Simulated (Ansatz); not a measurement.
# Ba3SbP (Pm-3m) in Ansatz: reference runs

Reference runs on Ba3SbP: the cell as given and a disturbed copy.

Program: Ansatz 0.2.0. These are calculated values, not measurements. Logs are shortened: lines on timing, memory, paths and dates and some standing lists are left out, and cuts for length are marked.

## (1) Starting point

It takes space group Pm-3m (No. 221, cubic). Conventional cell: a = 6.113 Å, b = 6.113 Å, c = 6.113 Å, α = 90.00°, β = 90.00°, γ = 90.00°. Ba (site symmetry 4/mmm) has 2 P at 3.06 Å as nearest neighbours. Around Sb (site symmetry m-3m) lie 12 Ba at 4.32 Å. P (site symmetry m-3m) is surrounded by 6 Ba at 3.06 Å.

The cell comes from a database or a generator and needn't be the stable form of this composition.

## (2) Single point, PBE

Contents of input.yaml:

```yaml
crystal:
  lattice:
    - [6.113177, 0.0, 0.0]
    - [0.0, 6.113177, 0.0]
    - [0.0, 0.0, 6.113177]
  atoms:
    - { symbol: Ba, position: [0.5, 0.5, 0.0] }
    - { symbol: Ba, position: [0.5, 0.0, 0.5] }
    - { symbol: Ba, position: [0.0, 0.5, 0.5] }
    - { symbol: Sb, position: [0.0, 0.0, 0.0] }
    - { symbol: P, position: [0.5, 0.5, 0.5] }
hamiltonian:
  xc: pbe
  pseudopotentials: { kind: paw }
kpoints:
  mp_grid: { grid: [5, 5, 5] }
scf:
  occupations: { method: fermi_dirac, width: 0.05 }
output:
  forces: true
  stress: true
  eigenvalues: true
  write_density: true
  write_potential: true
  elf: true
  volumetric_format: npy
```

Potentials or basis: Ansatz PAW.

Run with:

```bash
$ ansatz run input.yaml --threads 2 --pin off --max-ram 5120MiB --backend cpu --events-out ev --progress --plain --runs-dir out
```

Standard output:

```text
Warning: RAYON_NUM_THREADS=2 ignored (pool sized by the plan → 2); use --threads N
Engine: ansatz 0.2.0, x86_64-unknown-linux-gnu
Pseudopotentials: kind: paw
Pseudopotential: Ba, paw, valence charge 10, recommended cutoff 420 eV (normal), Ba.paw.azcp
Pseudopotential: Sb, paw, valence charge 15, recommended cutoff 420 eV (normal), Sb.paw.azcp
Pseudopotential: P, paw, valence charge 5, recommended cutoff 420 eV (normal), P.paw.azcp
Functional definition: PBE
  parameter kappa = 0.804
  parameter beta = 0.06672455060314922
  exchange = pbe_x(kappa = kappa, mu = beta*pi^2/3)
  correlation = pbe_c(beta = beta)
Crystal: 5 atoms, lattice volume = 228.455 Å³
Basis set: ecut = 420 eV, 4457 PW (Γ), exchange–correlation on 90×90×90 points (8 copies of the dense FFT grid, shifted against one another)
Bands: 30, of which v1, the nominal top of the filled ones, is band 25 counted from 1 (24 counted from 0)
Symmetry: 48 space group operations
Space group: Pm-3m (ITA 221), of the structure as read, at distance tolerance 6.1e-5 Å
k-points: 10 of 125
Non-local potential: Ba, projectors of the file, l = 0: 3, l = 1: 2, l = 2: 2, l = 3: 2
Non-local potential: Sb, projectors of the file, l = 0: 2, l = 1: 2, l = 2: 2, l = 3: 2
Non-local potential: P, projectors of the file, l = 0: 2, l = 1: 2, l = 2: 2
PAW form: soft (Blöchl's): semilocal exchange-correlation on the pseudo side does not see the compensation charge
PAW one-centre angular grid: Ba, 194 points (default); XC on 64 Gauss nodes
PAW one-centre angular grid: Sb, 590 points (default); XC on 64 Gauss nodes
PAW one-centre angular grid: P, 110 points (default); XC on 64 Gauss nodes
Initial density: superposition of atomic densities (neutral atoms: chi_scale 0, normalization atom), corrected by the library's trained network
Initial wavefunctions: pseudopotential atomic-orbital guess
Functional: x = pbe(κ = 0.804, μ = 0.2195149727645171), c = pbe(β = 0.06672455060314922)
SCF iter   1: F=—  HF=-25093.247555 eV  |F-HF|=—  |Δ(HF+E_count)|=         —  Δρ=9.81e-4  dr2=2.68e-3  ethr=1.77e-3  ⟨swp⟩=10.7  Hψ=1746  notcnv=0
preconditioner: auto → Resta (q_TF=auto, 2.118 Å⁻¹)  ε∞=3.0  [insulator: Δε(μ)=0.396 eV  Ē_g=10.151 eV  σ=0.050 eV  W_gap=0.96  n_scr=32 (ndim 8)  ℏωp=14.3 eV  f_vac=0.000  D(μ)=0.02/eV (n_scr^D=0)  ε∞_Penn≈3.0]
SCF iter   2: F=—  HF=-25093.244917 eV  |F-HF|=—  |Δ(HF+E_count)|=   2.64e-3  Δρ=5.67e-4  dr2=7.23e-4  ethr=5.37e-6  ⟨swp⟩=2.9  Hψ=679  notcnv=0  defer=1
SCF iter   3: F=—  HF=-25093.245238 eV  |F-HF|=—  |Δ(HF+E_count)|=   3.21e-4  Δρ=1.69e-4  dr2=8.77e-5  ethr=1.45e-6  ⟨swp⟩=2.0  Hψ=367  notcnv=0  defer=1
SCF iter   4: F=—  HF=-25093.245219 eV  |F-HF|=—  |Δ(HF+E_count)|=   1.90e-5  Δρ=4.82e-5  dr2=1.01e-5  ethr=1.75e-7  ⟨swp⟩=2.0  Hψ=517  notcnv=0  defer=1
SCF iter   5: F=—  HF=-25093.245219 eV  |F-HF|=—  |Δ(HF+E_count)|=   8.76e-7  Δρ=2.34e-5  dr2=8.62e-7  ethr=2.03e-8  ⟨swp⟩=2.6  Hψ=403  notcnv=0  defer=1
SCF iter   6: F=-25093.245220 eV  HF=-25093.245220 eV  |F-HF|=1.13e-8  |Δ(HF+E_count)|=   5.92e-7  Δρ=3.25e-6  dr2=3.49e-8  ethr=2.00e-10  ⟨swp⟩=11.9  Hψ=2751  notcnv=0
SCF 1 converged in 6 iterations: F = -25093.245220 eV  dr2 = 3.49e-8
SCF converged after 6 iterations
Free energy (F): -25093.245220 eV
Harris-Foulkes:  -25093.245220 eV  (|F-HF|=1.13e-8)
Internal energy: -25093.244933 eV  (E = F + TS)
E sigma→0 (E₀):  -25093.245077 eV
Entropy (-TS):   -0.000287 eV (-0.057 meV/atom)
Fermi energy:    6.290611 eV
--- Per-component energies (eV) ---
  E_band       = -427.367587
  E_kinetic    = 779.897985
  E_local      = -3142.373667  (includes V_loc(G=0)·N_el)
  E_nonlocal   = 567.453671
  E_hartree    = 1270.411002
  E_xc         = -703.041669
  E_vxc        = -562.268202  (∫ρ·V_xc dr)
  E_paw        = -20823.020892  (= ΣΔE_a)
  E_vpaw       = -610.899815  (= ΣTr[D̂ρ^β])
  E_aug_tail   = -0.000004  (compensation charges beyond the density's cutoff)
  E_ewald      = -3042.571360
  E_smearing   = -0.000287  (= −TS)
  E_closure    = -0.000000  (closes the sum)
  Σ components = -25093.245220   (vs F -25093.245220, Δ=0.00e0)
--- Forces (eV/Å), atoms counted from 1 ---
  atom   1  Ba     0.00000000     0.00000000     0.00000000
  atom   2  Ba    -0.00000000    -0.00000000     0.00000000
  atom   3  Ba     0.00000000     0.00000000     0.00000000
  atom   4  Sb    -0.00000000     0.00000000    -0.00000000
  atom   5  P      0.00000000     0.00000000     0.00000000
  max |Σ_I F_I| component: 3.39e-29 eV/Å
--- Stress (GPa, compression-positive) ---
       -0.488394      -0.000000       0.000000
       -0.000000      -0.488394       0.000000
        0.000000       0.000000      -0.488394
  P = ⅓ Tr σ = -0.4884 GPa (-4.884 kbar)
--- Band table (eV; the first three rows and the last of 10) ---
  k-point 0: bands = ["-22.0551", "-21.9883", "-21.9883", "-21.5751", "-21.5751", "-21.5751", "-21.5742", "-21.5742", "-7.5059", "-7.5059", "-7.5059", "-7.2401", "-7.2401", "-7.2401", "-7.0475", "-7.0475", "-7.0475", "-2.9654", "-1.5424", "5.5790", "5.5790", "5.5790", "6.0692", "6.0692", "6.0692", "6.4575", "6.6717", "6.6717", "6.7600", "6.7600"]
  k-point 1: bands = ["-22.0495", "-21.9937", "-21.9882", "-21.5751", "-21.5751", "-21.5751", "-21.5743", "-21.5742", "-7.4870", "-7.4822", "-7.4822", "-7.2485", "-7.2485", "-7.2432", "-7.1260", "-7.0651", "-7.0651", "-2.7810", "-1.5118", "5.0004", "5.2065", "5.5232", "5.5232", "5.7626", "5.7626", "6.8377", "6.8392", "6.9102", "7.3279", "7.3279"]
  k-point 2: bands = ["-22.0365", "-22.0065", "-21.9881", "-21.5751", "-21.5751", "-21.5751", "-21.5743", "-21.5742", "-7.4323", "-7.4323", "-7.4206", "-7.2829", "-7.2736", "-7.2736", "-7.2481", "-7.0934", "-7.0934", "-2.4645", "-1.4615", "4.2522", "4.5498", "5.4414", "5.4414", "5.5082", "5.5082", "6.9945", "7.3760", "7.4785", "8.2392", "8.2392"]
  k-point 9: bands = ["-22.0142", "-22.0077", "-22.0077", "-21.5750", "-21.5750", "-21.5750", "-21.5743", "-21.5743", "-7.9308", "-7.4507", "-7.4449", "-7.4449", "-7.1274", "-7.1274", "-7.1180", "-7.0084", "-7.0084", "-1.5942", "-1.4601", "3.8120", "3.8120", "3.8142", "5.2277", "5.3597", "5.3597", "7.8382", "7.9224", "7.9224", "8.1240", "8.4210"]
```

It took 10 s on 2 threads of Intel Xeon at 2.50GHz (Skylake/Cascade Lake), shared host; peak memory 0.54 GiB.

What came out:

```yaml
Free_energy: -25093.2452 eV
Pressure: -0.5 GPa
Band_gap_on_the_k_mesh: 0.39 eV, direct
```

Caveat: odd divisions of the mesh miss points on the zone boundary, where band edges often lie, so the gap on the mesh can be too wide; spin-orbit coupling is left out, which moves the levels of the heavy elements.

## (3) Single point, PBE (atoms moved at random, drawn with an rms of 0.05 Å)

Contents of input.yaml:

```yaml
crystal:
  lattice:
    - [6.113177, 0.0, 0.0]
    - [0.0, 6.113177, 0.0]
    - [0.0, 0.0, 6.113177]
  atoms:
    - { symbol: Ba, position: [0.503529, 0.505886, -0.003799] }
    - { symbol: Ba, position: [0.503375, 0.01253, 0.497614] }
    - { symbol: Ba, position: [0.007974, 0.501961, 0.499794] }
    - { symbol: Sb, position: [-0.004276, -0.0061, -0.002716] }
    - { symbol: P, position: [0.515887, 0.497555, 0.501472] }
hamiltonian:
  xc: pbe
  pseudopotentials: { kind: paw }
kpoints:
  mp_grid: { grid: [5, 5, 5] }
scf:
  occupations: { method: fermi_dirac, width: 0.05 }
output:
  forces: true
  stress: true
  eigenvalues: true
  write_density: true
  write_potential: true
  elf: true
  volumetric_format: npy
```

Potentials or basis: Ansatz PAW.

Run with:

```bash
$ ansatz run input.yaml --threads 2 --pin off --max-ram 5120MiB --backend cpu --events-out ev --progress --plain --runs-dir out
```

Standard output:

```text
Warning: RAYON_NUM_THREADS=2 ignored (pool sized by the plan → 2); use --threads N
[... 10 set-up lines as earlier in the session ...]
Crystal: 5 atoms, lattice volume = 228.455 Å³
Basis set: ecut = 420 eV, 4457 PW (Γ), exchange–correlation on 90×90×90 points (8 copies of the dense FFT grid, shifted against one another)
Bands: 30, of which v1, the nominal top of the filled ones, is band 25 counted from 1 (24 counted from 0)
Symmetry: 1 space group operations
Space group: P1 (ITA 1), of the structure as read, at distance tolerance 6.1e-5 Å
k-points: 63 of 125 (time reversal used)
[... 10 set-up lines as earlier in the session ...]
SCF iter   1: F=—  HF=-25093.219377 eV  |F-HF|=—  |Δ(HF+E_count)|=         —  Δρ=1.00e-3  dr2=3.00e-3  ethr=1.77e-3  ⟨swp⟩=10.7  Hψ=10976  notcnv=0
preconditioner: auto → Resta (q_TF=auto, 2.118 Å⁻¹)  ε∞=3.0  [insulator: Δε(μ)=0.406 eV  Ē_g=10.151 eV  σ=0.050 eV  W_gap=0.96  n_scr=32 (ndim 8)  ℏωp=14.3 eV  f_vac=0.000  D(μ)=0.02/eV (n_scr^D=0)  ε∞_Penn≈3.0]
SCF iter   2: F=—  HF=-25093.216766 eV  |F-HF|=—  |Δ(HF+E_count)|=   2.61e-3  Δρ=5.83e-4  dr2=8.30e-4  ethr=5.99e-6  ⟨swp⟩=2.7  Hψ=4252  notcnv=0  defer=17
SCF iter   3: F=—  HF=-25093.217089 eV  |F-HF|=—  |Δ(HF+E_count)|=   3.23e-4  Δρ=1.78e-4  dr2=1.02e-4  ethr=1.66e-6  ⟨swp⟩=2.9  Hψ=3216  notcnv=0  defer=17
SCF iter   4: F=—  HF=-25093.217091 eV  |F-HF|=—  |Δ(HF+E_count)|=   1.54e-6  Δρ=5.01e-5  dr2=1.24e-5  ethr=2.03e-7  ⟨swp⟩=2.0  Hψ=3254  notcnv=0  defer=17
SCF iter   5: F=—  HF=-25093.217058 eV  |F-HF|=—  |Δ(HF+E_count)|=   3.29e-5  Δρ=2.40e-5  dr2=1.20e-6  ethr=2.48e-8  ⟨swp⟩=2.9  Hψ=2797  notcnv=0  defer=17
SCF iter   6: F=-25093.217058 eV  HF=-25093.217058 eV  |F-HF|=4.22e-9  |Δ(HF+E_count)|=   5.03e-7  Δρ=4.21e-6  dr2=7.57e-8  ethr=2.00e-10  ⟨swp⟩=13.7  Hψ=18943  notcnv=0
SCF 1 converged in 6 iterations: F = -25093.217058 eV  dr2 = 7.57e-8
  Residual-converged pass: ⟨swp⟩=1.1  Hψ=2148  notcnv=0  max |occ|·‖R‖ = 7.0e-9 eV (tolerance 1.0e-8 eV)  dr2=7.57e-8  dr2_onsite=3.11e-9  max |Δocc| = 6.9e-13
SCF converged after 6 iterations
Free energy (F): -25093.217058 eV
Harris-Foulkes:  -25093.217058 eV  (|F-HF|=4.22e-9)
Internal energy: -25093.216831 eV  (E = F + TS)
E sigma→0 (E₀):  -25093.216945 eV
Entropy (-TS):   -0.000227 eV (-0.045 meV/atom)
Fermi energy:    6.277295 eV
--- Per-component energies (eV) ---
  E_band       = -427.401884
  E_kinetic    = 779.992033
  E_local      = -3144.066188  (includes V_loc(G=0)·N_el)
  E_nonlocal   = 567.492915
  E_hartree    = 1271.193350
  E_xc         = -703.066478
  E_vxc        = -562.304424  (∫ρ·V_xc dr)
  E_paw        = -20823.033175  (= ΣΔE_a)
  E_vpaw       = -610.907549  (= ΣTr[D̂ρ^β])
  E_aug_tail   = -0.000004  (compensation charges beyond the density's cutoff)
  E_ewald      = -3041.729284
  E_smearing   = -0.000227  (= −TS)
  E_closure    = 0.000000  (closes the sum)
  Σ components = -25093.217058   (vs F -25093.217058, Δ=0.00e0)
--- Forces (eV/Å), atoms counted from 1 ---
  atom   1  Ba     0.04035006     0.10558691     0.14787884
  atom   2  Ba     0.03811098    -0.49363064    -0.01825489
  atom   3  Ba     0.07178119     0.10047715    -0.01462147
  atom   4  Sb     0.05031275    -0.00496075     0.00158201
  atom   5  P     -0.20046780     0.29259353    -0.11657398
  max |Σ_I F_I| component: 8.72e-5 eV/Å
--- Stress (GPa, compression-positive) ---
       -0.464061       0.017982      -0.002668
        0.017982      -0.366515       0.011435
       -0.002668       0.011435      -0.512634
  P = ⅓ Tr σ = -0.4477 GPa (-4.477 kbar)
--- Band table (eV; the first three rows and the last of 63) ---
  k-point 0: bands = ["-22.0550", "-21.9913", "-21.9828", "-21.5749", "-21.5748", "-21.5747", "-21.5741", "-21.5739", "-7.5116", "-7.5085", "-7.5073", "-7.2425", "-7.2377", "-7.2366", "-7.0517", "-7.0488", "-7.0487", "-2.9584", "-1.5420", "5.5606", "5.5684", "5.5767", "6.0224", "6.0327", "6.0606", "6.4584", "6.6788", "6.6866", "6.7633", "6.7974"]
  k-point 1: bands = ["-22.0492", "-21.9963", "-21.9835", "-21.5749", "-21.5748", "-21.5747", "-21.5741", "-21.5739", "-7.4991", "-7.4845", "-7.4782", "-7.2519", "-7.2481", "-7.2382", "-7.1299", "-7.0655", "-7.0644", "-2.7753", "-1.5115", "4.9913", "5.1911", "5.5144", "5.5222", "5.7530", "5.7679", "6.8343", "6.8524", "6.9102", "7.3084", "7.3514"]
  k-point 2: bands = ["-22.0350", "-22.0097", "-21.9838", "-21.5749", "-21.5748", "-21.5747", "-21.5742", "-21.5739", "-7.4549", "-7.4333", "-7.4099", "-7.2864", "-7.2781", "-7.2725", "-7.2420", "-7.0924", "-7.0916", "-2.4611", "-1.4614", "4.2451", "4.5521", "5.4372", "5.4414", "5.4990", "5.5126", "7.0058", "7.3737", "7.4742", "8.2180", "8.2453"]
  k-point 62: bands = ["-22.0280", "-22.0082", "-21.9918", "-21.5749", "-21.5748", "-21.5747", "-21.5741", "-21.5740", "-7.6895", "-7.3995", "-7.3818", "-7.3535", "-7.2903", "-7.2081", "-7.1678", "-7.0749", "-7.0528", "-2.1426", "-1.4483", "4.0239", "4.5104", "4.7450", "5.0958", "5.2344", "5.4164", "7.5051", "7.7079", "7.8217", "8.1447", "8.4059"]
```

rho_z.tsv:

```text
# z_ang	rho[e/angstrom^3]
# format = ansatz-planar-average/11
# lattice	6.113177000	0.000000000	0.000000000
# lattice	0.000000000	6.113177000	0.000000000
# lattice	0.000000000	0.000000000	6.113177000
# sites	5
# site	56	3.078161902	3.092570660	-0.023223959
# site	56	3.077220472	0.076598108	3.042002460
# site	56	0.048746473	3.068576440	3.055329186
# site	51	-0.026139945	-0.037290380	-0.016603389
# site	15	3.153708543	3.041641782	3.065587097
0.000000	5.444410e-1
0.135848	5.024154e-1
0.271697	4.150949e-1
0.407545	3.206734e-1
0.543394	2.426931e-1
0.679242	1.839169e-1
[... 37 lines left out ...]
5.841480	4.388345e-1
5.977329	5.183742e-1
```

v_z.tsv:

```text
# z_ang	v_es[eV]	v_tot[eV]
# format = ansatz-planar-average/11
# xc	pbe
# density_cutoff_ev	1680
# datasets	Ba=:simpson_from_first_knot:soft	Sb=:simpson_from_first_knot:soft	P=:simpson_from_first_knot:soft
# lattice	6.113177000	0.000000000	0.000000000
# lattice	0.000000000	6.113177000	0.000000000
# lattice	0.000000000	0.000000000	6.113177000
# sites	5
# site	56	3.078161902	3.092570660	-0.023223959
# site	56	3.077220472	0.076598108	3.042002460
# site	56	0.048746473	3.068576440	3.055329186
# site	51	-0.026139945	-0.037290380	-0.016603389
# site	15	3.153708543	3.041641782	3.065587097
0.000000	1.255806e0	-7.952244e0
0.135848	1.407246e0	-7.712548e0
0.271697	1.786236e0	-7.111661e0
0.407545	2.385112e0	-6.171338e0
0.543394	3.190891e0	-4.936803e0
0.679242	4.170173e0	-3.491823e0
[... 37 lines left out ...]
5.841480	1.643952e0	-7.332352e0
5.977329	1.335114e0	-7.824665e0
```

Run time: 61 s. Hardware: 2 threads of Intel Xeon at 2.50GHz (Skylake/Cascade Lake), shared host; peak memory 0.68 GiB.

Results:

```yaml
Free_energy: -25093.2171 eV
Pressure: -0.4 GPa
Largest_force: 0.495 eV/Å
Band_gap_on_the_k_mesh: 0.40 eV, direct
```

Forces on the atoms (eV/Å):
```
Ba   0.040  0.106  0.148
Ba   0.038 -0.494 -0.018
Ba   0.072  0.100 -0.015
Sb   0.050 -0.005  0.002
P   -0.200  0.293 -0.117
```

Caveat: odd divisions of the mesh miss points on the zone boundary, where band edges often lie, so the gap on the mesh can be too wide; spin-orbit coupling is left out, which moves the levels of the heavy elements. A k mesh can miss the band edges.
